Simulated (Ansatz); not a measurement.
# CH5FZn: the cost of one run

The runs use Ansatz 0.2.0, Gaussian basis; PBE0-D4, def2-SVP first, then def2-TZVP.

152 further runs of the same task are left out: 152 set aside as unsound or not needed.

**1. Where the work starts**

The guess: 8 atoms, charge 0, spin multiplicity 1.

Atoms are counted from 1 here; the program's logs count them from 0.

Bond lengths: Zn1–F2 2.034 Å, Zn1–C3 1.996 Å, Zn1–H4 1.844 Å, Zn1–H5 1.686 Å, C3–H6 1.084 Å, C3–H7 1.085 Å, C3–H8 1.085 Å. Angles: F2–Zn1–C3 118.0°, F2–Zn1–H4 36.8°, F2–Zn1–H5 75.0°, C3–Zn1–H4 154.8°, C3–Zn1–H5 167.0°, H4–Zn1–H5 38.2°, Zn1–C3–H6 108.9°, Zn1–C3–H7 112.6°, Zn1–C3–H8 112.6°, H6–C3–H7 107.7°, H6–C3–H8 107.7°, H7–C3–H8 107.2°.

As a file:

```
Zn    0.3044   -0.1040   -0.5926
F    -1.4296    0.0409   -1.6466
C     0.2164    0.1055    1.3909
H    -0.3975   -0.1680   -2.2961
H     0.7530   -0.3222   -2.2028
H    -0.8126    0.2871    1.6797
H     0.8106    0.9398    1.7481
H     0.5553   -0.7791    1.9195
```

Distances that are to change: Zn1–H5 1.69 Å, F2–H4 1.24 Å, Zn1–F2 2.03 Å, H4–H5 1.16 Å.

**2. Constrained relaxation of the guess**

hold/in.yaml reads:

```yaml
crystal:
  periodic: [false, false, false]
  atoms:
    - {symbol: Zn, position_ang: [0.304400, -0.104000, -0.592600]}
    - {symbol: F, position_ang: [-1.429600, 0.040900, -1.646600]}
    - {symbol: C, position_ang: [0.216400, 0.105500, 1.390900]}
    - {symbol: H, position_ang: [-0.397500, -0.168000, -2.296100]}
    - {symbol: H, position_ang: [0.753000, -0.322200, -2.202800]}
    - {symbol: H, position_ang: [-0.812600, 0.287100, 1.679700]}
    - {symbol: H, position_ang: [0.810600, 0.939800, 1.748100]}
    - {symbol: H, position_ang: [0.555300, -0.779100, 1.919500]}
basis:
  gaussian: {orbitals: def2-SVP}
hamiltonian: {xc: pbe0, dispersion: d4}
relax: {f_tol: 0.04, max_steps: 150, escape_saddle: false, constraints: [{distance: [0, 4]}, {distance: [1, 3]}, {distance: [0, 1]}, {distance: [3, 4]}]}
```

Command:

```
ansatz run in.yaml --threads 4 --pin off --events-out ev --progress --plain --max-ram 9574MiB
```

**Question.** How long does this run take on 4 threads of Intel Xeon at 2.50GHz, shared host?

About 17 s.
